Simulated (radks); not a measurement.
**Ta²⁺ inside a hard spherical wall**

One table from this session's results is given with a row withheld; the runs are named, their logs left out.

Method: scalar-relativistic Kohn-Sham, LDA (Slater exchange, Perdew-Wang correlation), spin-unpolarised, spherical densities, finite nucleus. Code: radks (a radial shooting solver on a logarithmic mesh, Libxc functionals) version 1.

## The atom as given

| Property | Result |
| --- | --- |
| element | tantalum (Z = 73) |
| charge | +2 |
| electrons | 71 |
| configuration | [Xe] 4f14 5d3 |
| nuclear rms radius | 5.3507 fm |

The outer shells:

Ta²⁺
```
[Xe] core
4f [↑↓][↑↓][↑↓][↑↓][↑↓][↑↓][↑↓]
5d [↑ ][↑ ][↑ ][  ][  ]
```

Set-up of the first run:

Settings of this run:

```text
Z 73
configuration [Xe] 4f14 5d3 6s0 6p0 5f0
relativity scalar-relativistic
functional lda,pw
spin unpolarised
nucleus finite rms 5.3507 fm
c 137.035999084
```

Among the steps run: The free atom; Wall at 12 bohr; Wall at 10 bohr; Wall at 8 bohr; Wall at 6 bohr; Wall at 3 bohr; Wall at 2 bohr; Wall at 1.5 bohr.

One of the session's tables, all rows but one given; the rest of the session is left out.

```
R (bohr)  E − E(free) (eV)  ε(6s, empty) (eV)  ε(5d) (eV)  ε(6p, empty) (eV)  ε(5f, empty) (eV)
    free             0.000            -18.761     -18.631            -12.691             -4.302
      12                 ?                  ?           ?                  ?                  ?
      10             0.000            -18.761     -18.631            -12.687             -3.914
       8             0.002            -18.752     -18.625            -12.626             -3.126
       6             0.089            -18.491     -18.484            -11.822             -0.540
       3            18.961              4.661      -8.664             22.602             29.552
       2            205.26             112.98      35.338             151.34             102.74
     1.5            917.51             356.88      140.60             417.60             236.16
```

Estimate the missing values for R (bohr) = 12.

The run gave: E − E(free) (eV): 0.000; ε(6s, empty) (eV): -18.761; ε(5d) (eV): -18.631; ε(6p, empty) (eV): -12.691; ε(5f, empty) (eV): -4.177.

From R = 2 bohr inwards the highest occupied level lies above zero, pushed up by confinement. Shells are not refilled when levels cross, and a hard wall is a model, not a crystal.
